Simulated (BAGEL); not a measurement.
# CH4AlNS (SMILES C1[NH][AlH][S]1) at HF/3-21G (density fitting with qzvpp-jkfit)

Aim: the vertical singlet–triplet gap of CH4AlNS at HF/3-21G (density fitting with qzvpp-jkfit), from 2 runs. 

Program for the calculation: BAGEL 1.2.2.

3 further runs of the same task are left out: 1 that didn't finish, 2 set aside as unsound or not needed.

### Step 1. Starting point

The species is CH4AlNS (8 atoms), meant as a singlet with charge 0. As SMILES, `C1[NH][AlH][S]1`. The shape is that of a PBE0-D4/def2-TZVP optimisation.

Bond lengths: C1–N2 1.452 Å, N2–Al3 1.765 Å, C1–S4 1.854 Å, Al3–S4 2.174 Å, C1–H5 1.095 Å, C1–H6 1.095 Å, N2–H7 1.005 Å, Al3–H8 1.573 Å. Some angles: C1–N2–Al3 98.1°, N2–C1–S4 104.8°, N2–Al3–S4 83.1°, C1–S4–Al3 74.0°, C1–N2–H7 116.9°, Al3–N2–H7 145.0°, N2–C1–H5 113.4°, N2–C1–H6 113.4°, S4–C1–H5 107.8°, S4–C1–H6 107.8°.

### Step 2. The energy at HF/3-21G (density fitting with qzvpp-jkfit)

Contents of input.json:

```json
{ "bagel" : [

{
  "title" : "molecule",
  "basis" : "3-21g",
  "df_basis" : "qzvpp-jkfit",
  "angstrom" : true,
  "geometry" : [
    { "atom" : "C", "xyz" : [      -0.384000,       0.821900,      -0.401500 ] },
    { "atom" : "N", "xyz" : [       0.729200,       0.248000,       0.333700 ] },
    { "atom" : "Al", "xyz" : [       0.162000,      -1.422800,       0.377400 ] },
    { "atom" : "S", "xyz" : [      -1.523200,      -0.604000,      -0.724800 ] },
    { "atom" : "H", "xyz" : [      -0.095100,       1.244800,      -1.368800 ] },
    { "atom" : "H", "xyz" : [      -0.941200,       1.572400,       0.168100 ] },
    { "atom" : "H", "xyz" : [       1.466300,       0.874500,       0.606000 ] },
    { "atom" : "H", "xyz" : [       0.678200,      -2.791900,       0.954000 ] }
  ]
},

{
  "title" : "hf"
},

{
  "title" : "print",
  "file" : "orbitals.molden",
  "orbitals" : true
}

]}
```

On the command line:

```console
$ BAGEL_NUM_THREADS=1 BAGEL input.json > input.out
```

Log:

```text
* using 1 threads per process

  ===============================================================
  ===============================================================

  *** Geometry ***

  { "atom" : "C", "xyz" : [     -0.725655,      1.553166,     -0.758725 ] },
  { "atom" : "N", "xyz" : [      1.377988,      0.468652,      0.630602 ] },
  { "atom" : "Al", "xyz" : [      0.306136,     -2.688702,      0.713183 ] },
  { "atom" : "S", "xyz" : [     -2.878431,     -1.141395,     -1.369673 ] },
  { "atom" : "H", "xyz" : [     -0.179713,      2.352331,     -2.586657 ] },
  { "atom" : "H", "xyz" : [     -1.778610,      2.971405,      0.317663 ] },
  { "atom" : "H", "xyz" : [      2.770905,      1.652565,      1.145174 ] },
  { "atom" : "H", "xyz" : [      1.281612,     -5.275926,      1.802799 ] },

  Number of auxiliary basis functions:      480

  Since a DF basis is specified, we compute 2- and 3-index integrals:
    o Being stored without compression. Storage requirement is 0.010 GB

  Number of basis functions:       52
  Number of electrons      :       46

    * METHOD: MOLECULE                             0.15

  *** RHF ***

  === Nuclear Repulsion ===
   200.6305315130

      * DIIS with orbital gradients will be used.

  === RHF iteration (3-21g) ===
      0       -730.20120900          0.02184033           0.04
      1       -730.28453136          0.01227013           0.04
      2       -730.31260944          0.00154790           0.03
      3       -730.31350134          0.00037289           0.04
      4       -730.31357118          0.00009596           0.04
      5       -730.31357778          0.00002880           0.04
      6       -730.31357834          0.00001367           0.04
      7       -730.31357847          0.00000385           0.03
      8       -730.31357848          0.00000092           0.03
      9       -730.31357848          0.00000055           0.04
     10       -730.31357848          0.00000012           0.03
     11       -730.31357848          0.00000004           0.03
     12       -730.31357848          0.00000001           0.03
     13       -730.31357848          0.00000001           0.03
    * SCF iteration converged.

    * Permanent dipole moment:
           (   -1.077526,    -0.105894,    -0.570151) a.u.

    * METHOD: HF                                   0.60

    * METHOD: PRINT                                0.00

  ===============================================================
```

Run time: 0.91 s. Hardware: 1 thread of Arm Neoverse V2, shared host.

### Step 3. The triplet at the same level

Contents of calc.json:

```json
{ "bagel" : [

{
  "title" : "molecule",
  "basis" : "3-21g",
  "df_basis" : "qzvpp-jkfit",
  "angstrom" : true,
  "geometry" : [
    { "atom" : "C", "xyz" : [      -0.384000,       0.821900,      -0.401500 ] },
    { "atom" : "N", "xyz" : [       0.729200,       0.248000,       0.333700 ] },
    { "atom" : "Al", "xyz" : [       0.162000,      -1.422800,       0.377400 ] },
    { "atom" : "S", "xyz" : [      -1.523200,      -0.604000,      -0.724800 ] },
    { "atom" : "H", "xyz" : [      -0.095100,       1.244800,      -1.368800 ] },
    { "atom" : "H", "xyz" : [      -0.941200,       1.572400,       0.168100 ] },
    { "atom" : "H", "xyz" : [       1.466300,       0.874500,       0.606000 ] },
    { "atom" : "H", "xyz" : [       0.678200,      -2.791900,       0.954000 ] }
  ]
},

{ "title" : "uhf", "nopen" : 2 },

{ "title" : "print", "file" : "orbitals.molden", "orbitals" : true }

]}
```

On the command line:

```console
$ BAGEL_NUM_THREADS=1 BAGEL calc.json > calc.out
```

Log:

```text
* using 1 threads per process

  ===============================================================
  ===============================================================

  *** Geometry ***

  { "atom" : "C", "xyz" : [     -0.725655,      1.553166,     -0.758725 ] },
  { "atom" : "N", "xyz" : [      1.377988,      0.468652,      0.630602 ] },
  { "atom" : "Al", "xyz" : [      0.306136,     -2.688702,      0.713183 ] },
  { "atom" : "S", "xyz" : [     -2.878431,     -1.141395,     -1.369673 ] },
  { "atom" : "H", "xyz" : [     -0.179713,      2.352331,     -2.586657 ] },
  { "atom" : "H", "xyz" : [     -1.778610,      2.971405,      0.317663 ] },
  { "atom" : "H", "xyz" : [      2.770905,      1.652565,      1.145174 ] },
  { "atom" : "H", "xyz" : [      1.281612,     -5.275926,      1.802799 ] },

  Number of auxiliary basis functions:      480

  Since a DF basis is specified, we compute 2- and 3-index integrals:
    o Being stored without compression. Storage requirement is 0.010 GB

  Number of basis functions:       52
  Number of electrons      :       46

    * METHOD: MOLECULE                             0.15

  *** Open-shell HF ***

  === Nuclear Repulsion ===
   200.6305315130

      * DIIS with orbital gradients will be used.

  === UHF iteration (3-21g) ===
      0       -729.94502976          0.04384078           0.07
      1       -730.02634069          0.02879210           0.07
      2       -730.06067461          0.02186792           0.07
      3       -730.09004879          0.00348547           0.07
      4       -730.10162102          0.00195658           0.07
      5       -730.10775131          0.00136030           0.07
      6       -730.10841377          0.00064721           0.07
      7       -730.10985701          0.00078652           0.07
      8       -730.11091307          0.00079750           0.07
      9       -730.11376582          0.00050009           0.07
[... 45 lines of this table left out ...]
     55       -730.11657182          0.00000001           0.07
     56       -730.11657182          0.00000001           0.07
     57       -730.11657182          0.00000001           0.07
     58       -730.11657182          0.00000001           0.07
    * SCF iteration converged.

    * S^2 (UHF) is 2.0137

    * Permanent dipole moment:
           (    0.020646,    -1.807944,     0.400068) a.u.

    * METHOD: UHF                                  4.21

    * METHOD: PRINT                                0.01

  ===============================================================
```

Wall time 4.5 s (1 thread of Arm Neoverse V2, shared host).

### Step 4. Outcome

At HF/3-21G (density fitting with qzvpp-jkfit):

| quantity | value |
| --- | --- |
| singlet: total energy | -730.31358 Eh |
| singlet: dipole moment | 3.11 D |
| singlet: HOMO energy | -9.59 eV |
| singlet: LUMO energy | 2.19 eV |
| singlet: HOMO–LUMO gap | 11.78 eV |
| triplet: total energy | -730.11657 Eh |
| triplet: dipole moment | 4.71 D |
| triplet: ⟨S²⟩ | 2.014 |
| vertical energy of the triplet above the singlet | 5.361 eV |

In words: At this shape the triplet lies 5.36 eV (517 kJ/mol) above the singlet.
